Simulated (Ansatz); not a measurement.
# EuGa4: the cost of one run

Program: Ansatz 0.2.0. Level of theory: DFT PBEsol+U, scalar-relativistic, plane waves, PAW. These are calculated values, not measurements.

## Step 1: The structure to begin with

It takes space group I4/mmm (No. 139, tetragonal). The conventional cell has a = 4.390 Å, b = 4.390 Å, c = 10.670 Å, α = 90.00°, β = 90.00°, γ = 90.00°. Around Eu (site symmetry 4/mmm) lie 16 Ga at 3.35 to 3.45 Å. Ga (site symmetry -4m2) is surrounded by 4 Ga at 2.61 Å. Ga (site symmetry 4mm) has 5 Ga at 2.50 to 2.61 Å as nearest neighbours.

Structure file:

```
Eu Ga
1.0
    -2.19500    2.19500    5.33500
     2.19500   -2.19500    5.33500
     2.19500    2.19500   -5.33500
Eu Ga
1 4
Direct
  0.00000 0.00000 0.00000
  0.75000 0.25000 0.50000
  0.25000 0.75000 0.50000
  0.38300 0.38300 0.00000
  0.61700 0.61700 0.00000
```

## Step 2: Relaxing cell and atoms: EuGa4, moments +

Contents of input.yaml:

```yaml
crystal:
  lattice:
    - [-2.195, 2.195, 5.335]
    - [2.195, -2.195, 5.335]
    - [2.195, 2.195, -5.335]
  atoms:
    - { symbol: Eu, position: [0.0, 0.0, 0.0], spin: 7.0 }
    - { symbol: Ga, position: [0.75, 0.25, 0.5] }
    - { symbol: Ga, position: [0.25, 0.75, 0.5] }
    - { symbol: Ga, position: [0.383, 0.383, 0.0] }
    - { symbol: Ga, position: [0.617, 0.617, 0.0] }
magnetization:
  spin_polarized: true
scf:
  occupations: { method: gaussian, width: 0.05 }
output:
  forces: true
  stress: true
  eigenvalues: true
  populations: true
  write_density: true
  write_potential: true
  elf: true
  volumetric_format: npy
kpoints:
  mp_grid: { grid: [14, 14, 14] }
hamiltonian:
  xc: pbesol
  hubbard: [{ species: Eu, l: f, u_eff: 6 }]
relax:
  f_tol: 0.005
  max_steps: 60
  cell: { stress_tol: 0.03 }
```

Command:

```bash
ansatz run input.yaml --threads 4 --pin off --max-ram 8192MiB --backend cpu --events-out ev --progress --plain --runs-dir out
```

**Question.** How long does this run take on 4 threads of Arm Neoverse V2, shared host, and how much memory does it need?

About 4.6 min, with a peak of 2.5 GiB.
